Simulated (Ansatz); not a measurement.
**ClH₂MoNOS: a ladder of functionals and wavefunction methods**

The task here is to estimate one member of a computed series from the others.

Computed with Ansatz 0.2.0, Gaussian basis. Level: functionals in def2-TZVPP, the program's frozen cores in correlated methods.

Levels to be run: LDA (SPW92), PBE-D4, revPBE-D4, BLYP-D4, r2SCAN-D4, B97M-V, PBE0-D4, B3LYP-D4, r2SCANh-D4, r2SCAN0-D4, HSE06-D4, BHLYP-D4, CAM-B3LYP-D4, LC-ωPBE, ωB97X-V, ωB97M-V, B2PLYP, PBE-QIDH; CCSD(T)/def2-SVP; CCSD(T)/def2-TZVPP; MP2/def2-QZVPP; extrapolation to the limit; RPA on PBE.

## The relaxed structure

The geometry comes from an earlier relaxation with PBE0-D4 in a triple-zeta def2 set; it is a stationary point, not always the lowest conformer. Mo takes the def2 core potential; no spin-orbit term is included.

SMILES `[NH2][Mo](=[O])(=[S])[Cl]`, 7 atoms, charge 0, spin multiplicity 1.

Atoms are counted from 1 here; the program's logs count them from 0.

Bond lengths: N1–Mo2 1.906 Å, N1–H6 1.010 Å, N1–H7 1.011 Å, Mo2–O3 1.666 Å, Mo2–S4 2.107 Å, Mo2–Cl5 2.259 Å. Angles: Mo2–N1–H6 124.6°, Mo2–N1–H7 122.2°, H6–N1–H7 112.0°, N1–Mo2–O3 108.2°, N1–Mo2–S4 108.3°, N1–Mo2–Cl5 110.2°, O3–Mo2–S4 110.9°, O3–Mo2–Cl5 109.6°, S4–Mo2–Cl5 109.7°.

Set-up of the first run:

Contents of in.yaml:

```yaml
crystal:
  periodic: [false, false, false]
  atoms:
    - {symbol: N, position_ang: [-0.726154, 0.692964, 0.651756]}
    - {symbol: Mo, position_ang: [0.482732, -0.414867, -0.319205]}
    - {symbol: O, position_ang: [1.677861, -0.920119, 0.726307]}
    - {symbol: S, position_ang: [-0.593572, -2.059181, -1.079159]}
    - {symbol: Cl, position_ang: [1.408109, 0.744779, -2.023281]}
    - {symbol: H, position_ang: [-1.719079, 0.749242, 0.476870]}
    - {symbol: H, position_ang: [-0.468698, 1.139181, 1.521111]}
basis:
  gaussian: {orbitals: def2-TZVPP}
hamiltonian: {xc: lda}
output: {orbitals: {seedname: orbitals}}
```

Among the steps run: LDA; PBE-D4 (GGA); revPBE-D4 (GGA); BLYP-D4 (GGA); r2SCAN-D4 (meta-GGA); B97M-V (meta-GGA); PBE0-D4 (hybrid); B3LYP-D4 (hybrid); r2SCANh-D4 (hybrid); r2SCAN0-D4 (hybrid); HSE06-D4 (hybrid); BHLYP-D4 (hybrid); CAM-B3LYP-D4 (range-separated); LC-ωPBE-D4 (range-separated; the results give it without D4); ωB97X-V (range-separated); ωB97M-V (range-separated); B2PLYP (double hybrid); PBE-QIDH (double hybrid).

One of the session's tables, all rows but one given; the rest of the session is left out.

It belongs to the step «Frontier levels by functional». 

```
  functional  HOMO (eV)  LUMO (eV)  gap (eV)
 LDA (SPW92)      -6.78      -3.90      2.88
      PBE-D4      -6.61      -3.72      2.89
   revPBE-D4      -6.55      -3.65      2.90
     BLYP-D4      -6.44      -3.58      2.86
   r2SCAN-D4          ?          ?         ?
      B97M-V      -6.96      -3.66      3.30
     PBE0-D4      -7.85      -3.06      4.79
    B3LYP-D4      -7.60      -3.23      4.37
  r2SCANh-D4      -7.37      -3.47      3.90
  r2SCAN0-D4      -8.05      -3.07      4.98
    HSE06-D4      -7.45      -3.44      4.02
    BHLYP-D4      -8.95      -2.25      6.69
CAM-B3LYP-D4      -9.13      -2.04      7.09
     LC-ωPBE     -10.46      -1.03      9.43
     ωB97X-V     -10.12      -1.05      9.06
     ωB97M-V      -9.97      -1.05      8.92
```

Q: Estimate the row for r2SCAN-D4 from the others.

Worked estimate for «HOMO (eV)». Against the share of exact exchange, r2SCANh-D4 (0.1, -7.37), r2SCAN0-D4 (0.25, -8.05) give a slope of -4.53 per unit share; at 0 the line stands at -6.92.

**Answer.** HOMO (eV): -6.91; LUMO (eV): -3.73; gap (eV): 3.18. In «HOMO (eV)» the line misses by -0.01.
